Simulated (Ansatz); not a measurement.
# F₂H₈O₃Si₂ (built from SMILES O.O.O[Si](F)(F)[SiH3]): search for a transition state, part 1 of 2

Wanted: the transition state of a ligand exchange through a proton shuttle (form Si1–O7, H6–O9, Si2–H8 and break Si1–Si2, H6–O7, H8–O9). The guess is relaxed with those distances held, a saddle search follows, and vibrations and two downhill relaxations check it.

Program: Ansatz 0.2.0, Gaussian basis. Level of theory: PBE0-D4, def2-SVP first, then def2-TZVP. These are calculated values, not measurements.

193 further runs of the same task are left out: 1 for a known fault of the program, 3 that didn't finish, 189 set aside as unsound or not needed.

## 1. The starting structure

The guess: 15 atoms, charge 0, spin multiplicity 1.

Atoms are counted from 1 here; the program's logs count them from 0.

Bond lengths: Si1–Si2 2.442 Å, Si1–F3 1.678 Å, Si1–F4 1.653 Å, Si1–O5 1.627 Å, Si1–O7 1.752 Å, Si2–H10 1.472 Å, Si2–H11 1.467 Å, Si2–H12 1.473 Å, O5–H13 0.954 Å, H6–O9 1.050 Å, O7–H14 0.956 Å, H8–O9 1.232 Å, O9–H15 0.969 Å. Angles: Si2–Si1–F3 85.0°, Si2–Si1–F4 121.4°, Si2–Si1–O5 120.2°, Si2–Si1–O7 89.6°, F3–Si1–F4 87.8°, F3–Si1–O5 95.4°, F3–Si1–O7 172.1°, F4–Si1–O5 118.3°, F4–Si1–O7 90.1°, O5–Si1–O7 92.3°, Si1–Si2–H10 120.8°, Si1–Si2–H11 96.4°, Si1–Si2–H12 119.8°, H10–Si2–H11 103.4°, H10–Si2–H12 108.5°, H11–Si2–H12 104.1°, Si1–O5–H13 117.2°, Si1–O7–H14 116.4° and more.

Coordinates:

```tsv
atom	x (Å)	y (Å)	z (Å)
Si1	-0.9181	-0.0286	-0.2975
Si2	1.3912	-0.0979	-1.0878
F3	-1.1724	-1.2837	-1.3825
F4	-1.4497	-1.0382	0.8980
O5	-1.9888	0.9871	-0.9830
H6	0.3577	0.3433	1.8453
O7	-0.4569	1.1577	0.9062
H8	0.9970	-0.6508	0.7498
O9	0.9431	-0.5187	1.9736
H10	2.0641	-1.3833	-1.3337
H11	1.1174	0.4062	-2.4375
H12	2.3791	0.8496	-0.5438
H13	-2.4982	0.6529	-1.7173
H14	-1.1117	1.8196	1.1227
H15	0.3463	-1.2153	2.2874
```

Distances that are to change: Si1–O7 1.75 Å, H6–O9 1.05 Å, Si2–H8 1.96 Å, Si1–Si2 2.44 Å, H6–O7 1.49 Å, H8–O9 1.23 Å.

## 2. Relaxing the guess with the reacting distances held

Contents of hold/in.yaml:

```yaml
crystal:
  periodic: [false, false, false]
  atoms:
    - {symbol: Si, position_ang: [-0.918100, -0.028600, -0.297500]}
    - {symbol: Si, position_ang: [1.391200, -0.097900, -1.087800]}
    - {symbol: F, position_ang: [-1.172400, -1.283700, -1.382500]}
    - {symbol: F, position_ang: [-1.449700, -1.038200, 0.898000]}
    - {symbol: O, position_ang: [-1.988800, 0.987100, -0.983000]}
    - {symbol: H, position_ang: [0.357700, 0.343300, 1.845300]}
    - {symbol: O, position_ang: [-0.456900, 1.157700, 0.906200]}
    - {symbol: H, position_ang: [0.997000, -0.650800, 0.749800]}
    - {symbol: O, position_ang: [0.943100, -0.518700, 1.973600]}
    - {symbol: H, position_ang: [2.064100, -1.383300, -1.333700]}
    - {symbol: H, position_ang: [1.117400, 0.406200, -2.437500]}
    - {symbol: H, position_ang: [2.379100, 0.849600, -0.543800]}
    - {symbol: H, position_ang: [-2.498200, 0.652900, -1.717300]}
    - {symbol: H, position_ang: [-1.111700, 1.819600, 1.122700]}
    - {symbol: H, position_ang: [0.346300, -1.215300, 2.287400]}
basis:
  gaussian: {orbitals: def2-SVP}
hamiltonian: {xc: pbe0, dispersion: d4}
relax: {f_tol: 0.04, max_steps: 150, escape_saddle: false, constraints: [{distance: [0, 6]}, {distance: [5, 8]}, {distance: [1, 7]}, {distance: [0, 1]}, {distance: [5, 6]}, {distance: [7, 8]}]}
```

On the command line:

```bash
ansatz run in.yaml --threads 5 --pin off --events-out ev --progress --plain --max-ram 66560MiB --backend cpu
```

What it wrote, cut to the lines that bear on the results:

```text
Functional definition: PBE0
  name "PBE0"
  cite "Adamo & Barone, J. Chem. Phys. 110, 6158 (1999) doi:10.1063/1.478522"
  cite "Perdew, Burke & Ernzerhof, Phys. Rev. Lett. 77, 3865 (1996) doi:10.1103/PhysRevLett.77.3865"
  parent pbe
[...]
1479 factors; integrals over basis functions are off by at most 4.7e-4 eV
[...]
mean field -27431.12729813 eV, -1008.0753347202 hartree, gradient 4.6e-5 eV, S^2 0.000000; 0 other end points of the search recorded, 0 dependent functions left out
[...]
reference -27431.12732630 eV, -1008.0753357558 hartree; 39, 39 occupied and 107, 107 virtual orbitals, 1479 factors
relax step   1: F+E_penalty+E_count = -27431.43713214 eV  Δ(F+E_penalty+E_count) = +0.000e0 eV  max|allowed force component| = 1.215e0 eV/Å  Δτ_max = 0.0000 Å  (26 SCF iters, accepted)
[...]
relax step   3: F+E_penalty+E_count = -27431.66307380 eV  Δ(F+E_penalty+E_count) = -4.260e-2 eV  max|allowed force component| = 3.198e-1 eV/Å  Δτ_max = 0.1193 Å  (28 SCF iters, accepted)
[...]
relax step   5: F+E_penalty+E_count = -27431.70359332 eV  Δ(F+E_penalty+E_count) = -1.411e-2 eV  max|allowed force component| = 3.824e-1 eV/Å  Δτ_max = 0.1998 Å  (28 SCF iters, accepted)
[...]
relax step   7: F+E_penalty+E_count = -27431.72981943 eV  Δ(F+E_penalty+E_count) = -3.514e-3 eV  max|allowed force component| = 6.515e-2 eV/Å  Δτ_max = 0.0640 Å  (25 SCF iters, accepted)
[...]
Total energy: -27431.73185056 eV, -1008.0975516124 hartree
Atom 0 at    -0.866480    -0.082023    -0.274033 Å, force    -0.463228    -0.258795    -0.122028 eV/Å
Atom 1 at     1.446755    -0.176400    -1.050098 Å, force     0.297044    -0.060086     0.076025 eV/Å
Atom 2 at    -0.947800    -1.220309    -1.500321 Å, force     0.008784     0.009821     0.009809 eV/Å
Atom 3 at    -1.364955    -1.123446     0.917302 Å, force     0.005549     0.002821    -0.004408 eV/Å
Atom 4 at    -2.076054     0.880597    -0.898784 Å, force     0.000335    -0.004264    -0.001640 eV/Å
Atom 5 at     0.366043     0.443271     1.853024 Å, force     0.108080    -0.194110     0.017738 eV/Å
Atom 6 at    -0.415127     1.195288     0.836671 Å, force     0.128590     0.243128     0.261130 eV/Å
Atom 7 at     0.950978    -0.581360     0.801409 Å, force     0.016679     0.171119     0.909472 eV/Å
Atom 8 at     0.907397    -0.439742     2.024555 Å, force    -0.087821     0.090675    -1.148824 eV/Å
Atom 9 at     1.893702    -1.444814    -1.685206 Å, force     0.001002    -0.014902    -0.000859 eV/Å
Atom 10 at     0.930776     0.764419    -2.096763 Å, force    -0.006027     0.013147    -0.010509 eV/Å
Atom 11 at     2.610405     0.522684    -0.416938 Å, force    -0.000567     0.003652     0.008411 eV/Å
Atom 12 at    -2.528644     0.458809    -1.636557 Å, force     0.000265     0.002567     0.001930 eV/Å
Atom 13 at    -1.098496     1.874441     0.901813 Å, force    -0.003222    -0.000679    -0.002309 eV/Å
Atom 14 at     0.191602    -1.071516     2.223825 Å, force    -0.005462    -0.004093     0.006060 eV/Å
Dipole moment:     0.027186     0.179912     0.416702 e Å
```

Wall time 51 s (5 threads of AMD EPYC 7R13, shared host).

The steps of the relaxation:

```tsv
step	energy from step 1 (eV)	largest force component (eV/Å)
1	0.0000	1.2151
2	-0.1833	0.5969
3	-0.2259	0.3198
4	-0.2523	0.1658
5	-0.2665	0.3824
6	-0.2892	0.1908
7	-0.2927	0.0651
8	-0.2941	0.0537
9	-0.2947	0.0149
```

Close pairs (by a distance rule), those that changed most:

```tsv
bond	before (Å)	after (Å)	change (Å)
Si1–O5	1.627	1.667	+0.040
Si2–H11	1.467	1.499	+0.032
Si2–H12	1.473	1.498	+0.025
Si2–H10	1.472	1.487	+0.016
O7–H14	0.956	0.966	+0.010
O5–H13	0.954	0.963	+0.009
Si1–F4	1.653	1.659	+0.006
O9–H15	0.969	0.975	+0.006
```

## 3. Force constants to start from

Contents of hessian/in.yaml:

```yaml
crystal:
  periodic: [false, false, false]
  atoms:
    - {symbol: Si, position_ang: [-0.866480, -0.082023, -0.274033]}
    - {symbol: Si, position_ang: [1.446755, -0.176400, -1.050098]}
    - {symbol: F, position_ang: [-0.947800, -1.220309, -1.500321]}
    - {symbol: F, position_ang: [-1.364955, -1.123446, 0.917302]}
    - {symbol: O, position_ang: [-2.076054, 0.880597, -0.898784]}
    - {symbol: H, position_ang: [0.366043, 0.443271, 1.853024]}
    - {symbol: O, position_ang: [-0.415127, 1.195288, 0.836671]}
    - {symbol: H, position_ang: [0.950978, -0.581360, 0.801409]}
    - {symbol: O, position_ang: [0.907397, -0.439742, 2.024555]}
    - {symbol: H, position_ang: [1.893702, -1.444814, -1.685206]}
    - {symbol: H, position_ang: [0.930776, 0.764419, -2.096763]}
    - {symbol: H, position_ang: [2.610405, 0.522684, -0.416938]}
    - {symbol: H, position_ang: [-2.528644, 0.458809, -1.636557]}
    - {symbol: H, position_ang: [-1.098496, 1.874441, 0.901813]}
    - {symbol: H, position_ang: [0.191602, -1.071516, 2.223825]}
basis:
  gaussian: {orbitals: def2-SVP}
hamiltonian: {xc: pbe0, dispersion: d4}
phonons: {}
scf: {lower_state_search: off}
```

On the command line:

```bash
ansatz run in.yaml --threads 5 --pin off --events-out ev --progress --plain --max-ram 66560MiB --backend cpu
```

What it wrote, cut to the lines that bear on the results:

```text
[... 5 set-up lines as earlier in the session ...]
[...]
1485 factors; integrals over basis functions are off by at most 4.5e-4 eV
[...]
mean field -27431.42013046 eV, -1008.0860961101 hartree, gradient 2.5e-6 eV, S^2 0.000000; 0 other end points of the search recorded, 0 dependent functions left out
[...]
reference -27431.42015827 eV, -1008.0860971319 hartree; 39, 39 occupied and 107, 107 virtual orbitals, 1485 factors
[... from here to the last solve, the lines of the solves are left out (89 solves) ...]
1485 factors; integrals over basis functions are off by at most 4.5e-4 eV
mean field -27431.42008811 eV, -1008.0860945537 hartree, gradient 2.0e-6 eV, S^2 0.000000; 0 other end points of the search recorded, 0 dependent functions left out
[...]
WARN: phonons: modes at or below zero, which the zero-point energy, F, S and C_V leave out: 1, the lowest at -1104.57 cm⁻¹. A minimum has none, and a first-order saddle one
[...]
Atom 6 at    -0.415127     1.195288     0.836671 Å, force     0.128544     0.243141     0.260990 eV/Å
Atom 7 at     0.950978    -0.581360     0.801409 Å, force     0.016612     0.171160     0.909628 eV/Å
Atom 8 at     0.907397    -0.439742     2.024555 Å, force    -0.087800     0.090448    -1.149117 eV/Å
Atom 9 at     1.893702    -1.444814    -1.685206 Å, force     0.000991    -0.014890    -0.000869 eV/Å
Atom 10 at     0.930776     0.764419    -2.096763 Å, force    -0.006075     0.013198    -0.010473 eV/Å
Atom 11 at     2.610405     0.522684    -0.416938 Å, force    -0.000486     0.003606     0.008332 eV/Å
Atom 12 at    -2.528644     0.458809    -1.636557 Å, force     0.000276     0.002583     0.001933 eV/Å
Atom 13 at    -1.098496     1.874441     0.901813 Å, force    -0.003210    -0.000640    -0.002303 eV/Å
Atom 14 at     0.191602    -1.071516     2.223825 Å, force    -0.005606    -0.004189     0.006097 eV/Å
Dipole moment:     0.027196     0.179906     0.416705 e Å
[...]
Checks for a lower state left out: stability, starts, cluster_reference, orbital_swaps, neighbouring_geometries, increment
```

It took 4.8 min on 5 threads of AMD EPYC 7R13, shared host.

The structure is not stationary yet, so these wavenumbers are no spectrum; the search needs only the force constants.

## 4. Saddle search in the small basis

A small driver takes partitioned rational-function steps: uphill along one mode, downhill along the rest. It calls the program once a step for energy and forces and updates the Hessian by Bofill's formula. It stops when the largest force is under 0.04 eV/Å and the followed curvature is negative. The first step's input:

Contents of presaddle/in.yaml:

```yaml
crystal:
  periodic: [false, false, false]
  atoms:
    - {symbol: Si, position_ang: [-0.866480, -0.082023, -0.274033]}
    - {symbol: Si, position_ang: [1.446755, -0.176400, -1.050098]}
    - {symbol: F, position_ang: [-0.947800, -1.220309, -1.500321]}
    - {symbol: F, position_ang: [-1.364955, -1.123446, 0.917302]}
    - {symbol: O, position_ang: [-2.076054, 0.880597, -0.898784]}
    - {symbol: H, position_ang: [0.366043, 0.443271, 1.853024]}
    - {symbol: O, position_ang: [-0.415127, 1.195288, 0.836671]}
    - {symbol: H, position_ang: [0.950978, -0.581360, 0.801409]}
    - {symbol: O, position_ang: [0.907397, -0.439742, 2.024555]}
    - {symbol: H, position_ang: [1.893702, -1.444814, -1.685206]}
    - {symbol: H, position_ang: [0.930776, 0.764419, -2.096763]}
    - {symbol: H, position_ang: [2.610405, 0.522684, -0.416938]}
    - {symbol: H, position_ang: [-2.528644, 0.458809, -1.636557]}
    - {symbol: H, position_ang: [-1.098496, 1.874441, 0.901813]}
    - {symbol: H, position_ang: [0.191602, -1.071516, 2.223825]}
basis:
  gaussian: {orbitals: def2-SVP}
hamiltonian: {xc: pbe0, dispersion: d4}
output: {forces: true}
scf: {lower_state_search: off}
```

On the command line:

```bash
ansatz run in.yaml --threads 5 --pin off --events-out ev --progress --plain --max-ram 66560MiB --backend cpu
```

The driver's record:

```tsv
step	energy (eV)	largest force (eV/Å)	followed curvature (eV/Å²)
1	-27431.73176	1.1491	-7.63
2	-27431.75731	0.1947	-7.25
3	-27431.75901	0.0823	-7.38
4	-27431.75894	0.0867	-7.45
5	-27431.75911	0.0447	-7.70
6	-27431.75921	0.0370	-7.76
```

The 6 steps took 21 s in all (5 threads of AMD EPYC 7R13, shared host).

## 5. Saddle search in triple zeta

The search itself is an outer loop (partitioned rational-function steps, Bofill update of the Hessian). Each step is one single-point run with forces. It stops when the largest force is under 0.018 eV/Å and the followed curvature is negative. The first step's input:

Contents of saddle/in.yaml:

```yaml
crystal:
  periodic: [false, false, false]
  atoms:
    - {symbol: Si, position_ang: [-0.922000, -0.063690, -0.260170]}
    - {symbol: Si, position_ang: [1.498290, -0.189171, -1.005366]}
    - {symbol: F, position_ang: [-0.929823, -1.171775, -1.505345]}
    - {symbol: F, position_ang: [-1.390229, -1.123524, 0.918985]}
    - {symbol: O, position_ang: [-2.164767, 0.862031, -0.868395]}
    - {symbol: H, position_ang: [0.418590, 0.411503, 1.885896]}
    - {symbol: O, position_ang: [-0.437056, 1.223189, 0.815931]}
    - {symbol: H, position_ang: [0.932442, -0.544581, 0.734336]}
    - {symbol: O, position_ang: [0.923860, -0.463445, 1.967245]}
    - {symbol: H, position_ang: [1.935813, -1.464158, -1.637758]}
    - {symbol: H, position_ang: [0.975194, 0.743145, -2.057173]}
    - {symbol: H, position_ang: [2.669104, 0.513424, -0.388600]}
    - {symbol: H, position_ang: [-2.615720, 0.439176, -1.606361]}
    - {symbol: H, position_ang: [-1.102928, 1.922304, 0.836749]}
    - {symbol: H, position_ang: [0.209328, -1.094529, 2.169925]}
basis:
  gaussian: {orbitals: def2-TZVP}
hamiltonian: {xc: pbe0, dispersion: d4}
output: {forces: true}
scf: {lower_state_search: off}
```

On the command line:

```bash
ansatz run in.yaml --threads 5 --pin off --events-out ev --progress --plain --max-ram 66560MiB --backend cpu
```

The driver's record:

```tsv
step	energy (eV)	largest force (eV/Å)	followed curvature (eV/Å²)
1	-27452.03004	0.6228	-7.76
2	-27452.06396	0.2255	-7.57
3	-27452.06808	0.1648	-7.73
4	-27452.06858	0.2169	-7.68
5	-27452.06873	0.1264	-7.71
6	-27452.06821	0.1982	-7.71
7	-27452.06900	0.0771	-7.71
8	-27452.06906	0.0925	-7.72
9	-27452.06924	0.0376	-7.72
10	-27452.06927	0.0349	-7.73
11	-27452.06930	0.0227	-7.73
12	-27452.06931	0.0059	-7.73
```

The 12 steps took 1.9 min in all (5 threads of AMD EPYC 7R13, shared host).

The point found:

```xyz
15

Si   -0.95571   -0.07370   -0.27772
Si    1.50215   -0.20784   -1.01726
F    -0.93285   -1.12018   -1.54791
F    -1.42817   -1.13952    0.84553
O    -2.18074    0.86187   -0.86450
H     0.35128    0.43584    1.85705
O    -0.48151    1.19266    0.81673
H     0.95972   -0.52906    0.78200
O     0.95287   -0.38857    1.97248
H     1.90255   -1.48494   -1.65442
H     1.02827    0.74543   -2.06282
H     2.69832    0.43607   -0.39729
H    -2.62363    0.48866   -1.62864
H    -1.15785    1.87339    0.88440
H     0.36538   -1.09022    2.29228
```

Followed mode, largest move set to 1: H8 (-0.17, 0.10, -0.98); H6 (0.20, -0.19, 0.25); O9 (0.01, 0.03, 0.30); F3 (0.22, 0.13, 0.10).

## 6. Checking the order of the point

Contents of vib/in.yaml:

```yaml
crystal:
  periodic: [false, false, false]
  atoms:
    - {symbol: Si, position_ang: [-0.955710, -0.073703, -0.277723]}
    - {symbol: Si, position_ang: [1.502155, -0.207840, -1.017258]}
    - {symbol: F, position_ang: [-0.932848, -1.120179, -1.547914]}
    - {symbol: F, position_ang: [-1.428166, -1.139519, 0.845525]}
    - {symbol: O, position_ang: [-2.180737, 0.861874, -0.864501]}
    - {symbol: H, position_ang: [0.351281, 0.435839, 1.857047]}
    - {symbol: O, position_ang: [-0.481507, 1.192661, 0.816727]}
    - {symbol: H, position_ang: [0.959716, -0.529055, 0.781997]}
    - {symbol: O, position_ang: [0.952870, -0.388567, 1.972485]}
    - {symbol: H, position_ang: [1.902551, -1.484939, -1.654415]}
    - {symbol: H, position_ang: [1.028267, 0.745425, -2.062821]}
    - {symbol: H, position_ang: [2.698321, 0.436069, -0.397286]}
    - {symbol: H, position_ang: [-2.623627, 0.488664, -1.628644]}
    - {symbol: H, position_ang: [-1.157846, 1.873395, 0.884398]}
    - {symbol: H, position_ang: [0.365378, -1.090225, 2.292285]}
basis:
  gaussian: {orbitals: def2-TZVP}
hamiltonian: {xc: pbe0, dispersion: d4}
phonons: {temperatures: {t_min: 298.15, t_max: 900, t_step: 200}}
```

On the command line:

```bash
ansatz run in.yaml --threads 5 --pin off --events-out ev --progress --plain --max-ram 66560MiB --backend cuda --devices 0, --max-vram 37GiB
```

What it wrote, cut to the lines that bear on the results:

```text
[... 5 set-up lines as earlier in the session ...]
[...]
1653 factors; their error is unknown
[...]
mean field -27451.76145749 eV, -1008.8336260905 hartree, gradient 6.7e-5 eV, S^2 0.000000; 0 other end points of the search recorded, 0 dependent functions left out
[...]
reference -27451.76149170 eV, -1008.8336273479 hartree; 39, 39 occupied and 238, 238 virtual orbitals, 1653 factors
[... from here to the last solve, the lines of the solves are left out (89 solves) ...]
1653 factors; their error is unknown
mean field -27451.76142544 eV, -1008.8336249128 hartree, gradient 1.9e-6 eV, S^2 0.000000; 0 other end points of the search recorded, 0 dependent functions left out
[...]
WARN: phonons: modes at or below zero, which the zero-point energy, F, S and C_V leave out: 1, the lowest at -912.56 cm⁻¹. A minimum has none, and a first-order saddle one
[...]
Atom 4 at    -2.180737     0.861874    -0.864501 Å, force    -0.001320    -0.001461    -0.002308 eV/Å
Atom 5 at     0.351281     0.435839     1.857047 Å, force    -0.000418    -0.000006     0.000318 eV/Å
Atom 6 at    -0.481507     1.192661     0.816727 Å, force     0.000001    -0.000228    -0.000151 eV/Å
Atom 7 at     0.959716    -0.529055     0.781997 Å, force    -0.000152    -0.000454     0.000133 eV/Å
Atom 8 at     0.952870    -0.388567     1.972485 Å, force    -0.005561    -0.005767     0.001444 eV/Å
Atom 9 at     1.902551    -1.484939    -1.654415 Å, force     0.000163    -0.000172     0.000264 eV/Å
Atom 10 at     1.028267     0.745425    -2.062821 Å, force     0.000047     0.000061     0.000102 eV/Å
Atom 11 at     2.698321     0.436069    -0.397286 Å, force     0.000323     0.000055     0.000225 eV/Å
Atom 12 at    -2.623627     0.488664    -1.628644 Å, force     0.001329     0.000970     0.002590 eV/Å
Atom 13 at    -1.157846     1.873395     0.884398 Å, force    -0.000125     0.000232    -0.000075 eV/Å
Atom 14 at     0.365378    -1.090225     2.292285 Å, force     0.005911     0.005595    -0.001784 eV/Å
Dipole moment:    -0.007812     0.119509     0.478487 e Å
[...]
```

Run time: 3.2 min. Hardware: 1 × a share of an NVIDIA H100 with 5 threads of AMD EPYC 7R13, shared host; peak host memory 0.95 GiB.

Wavenumbers and character of the modes:

```tsv
mode	wavenumber (cm⁻¹)	character
1	913i	changes Si2–H8, H6–O7, H8–O9
2	62	torsion with bend
3	116	bend
4	173	not assigned (largely outside the bonds, angles and torsions drawn)
5	211	not assigned (largely outside the bonds, angles and torsions drawn)
6	214	not assigned (largely outside the bonds, angles and torsions drawn)
7	247	not assigned (largely outside the bonds, angles and torsions drawn)
8	276	not assigned (largely outside the bonds, angles and torsions drawn)
9	318	not assigned (largely outside the bonds, angles and torsions drawn)
10	349	bend with torsion
11	397	bend with torsion
12	402	torsion with bend
13	431	bend with torsion
14	449	not assigned (largely outside the bonds, angles and torsions drawn)
15	478	torsion with bend
16	496	torsion with bend
17	508	not assigned (largely outside the bonds, angles and torsions drawn)
18	540	not assigned (largely outside the bonds, angles and torsions drawn)
19	599	bend with Si–O stretch
20	609	bend with Si–O stretch
21	781	Si–F and Si–O stretch
22	815	Si–F and Si–O stretch
23	870	bend
24	893	Si–O and Si–F stretch
25	927	bend
26	950	bend
27	976	bend
28	989	bend
29	1098	not assigned (largely outside the bonds, angles and torsions drawn)
30	1382	not assigned (largely outside the bonds, angles and torsions drawn)
31	1544	bend
32	1648	bend
33	2191	Si–H stretch
34	2198	Si–H stretch
35	2251	Si–H stretch
36	2798	O–H stretch
37	3784	O–H stretch
38	3861	O–H stretch
39	3915	O–H stretch
```

Vibrational sums (real modes only):

```tsv
T (K)	entropy (J/mol/K)	heat capacity (J/mol/K)
298	117.7	139.8
498	203.5	193.3
698	274.0	224.1
898	333.1	244.4
```

(Continued in part 2 of 2.)
